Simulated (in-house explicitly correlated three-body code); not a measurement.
**Two electrons around a charge of +1.4: exact states and exact Kohn–Sham parts**

An exercise on one series of results from a longer session: the logs are not shown, and one member is left open.

The numbers are computed with in-house explicitly correlated three-body code version 1 (two electrons, non-relativistic, variational in exponentially correlated functions), except any that are marked as measured or tabulated.

## The system

* charge of the centre: +1.4
* mass of the centre: infinite
* interactions: Coulomb
* basis: 260 functions exp(−a r1 − b r2 − g r12) a state, exponent ranges optimised
* units: hartree and bohr; relativity and QED are left out

Set-up of the first run:

Settings:

```ini
Z = 1.4
interaction_strength = 1.0
functions = 260
states_tried = 13
```

On the command line:

```sh
$ python run_hyl.py task.json out
```

Among the steps run: The variational calculation.

One of the session's tables, all rows but one given; the rest of the session is left out.

```
state  binding (eV)  excitation (eV)  ⟨r12⟩ (bohr)
 1 ¹S       7.00903                0         2.340
 2 ³S      0.978765          6.03027         8.579
 2 ¹S      0.759348          6.24968         11.00
 2 ³P      0.567616          6.44142         11.86
 2 ¹P      0.545077          6.46395         12.56
 3 ³S      0.348457          6.66057         23.54
 3 ¹S      0.298189          6.71084         27.51
 3 ³P      0.249514          6.75952         30.18
 3 ¹P      0.241925          6.76711         31.29
 4 ¹S      0.158626          6.85040         51.56
 4 ³P             ?                ?             ?
 4 ¹P      0.136048          6.87298         57.53
```

**Question.** Estimate the row for 4 ³P.

The run gave: binding (eV): 0.139365; excitation (eV): 6.86967; ⟨r12⟩ (bohr): 56.04. In the column «binding (eV)» it lies between 4 ¹P (0.136048) and 4 ¹S (0.158626).
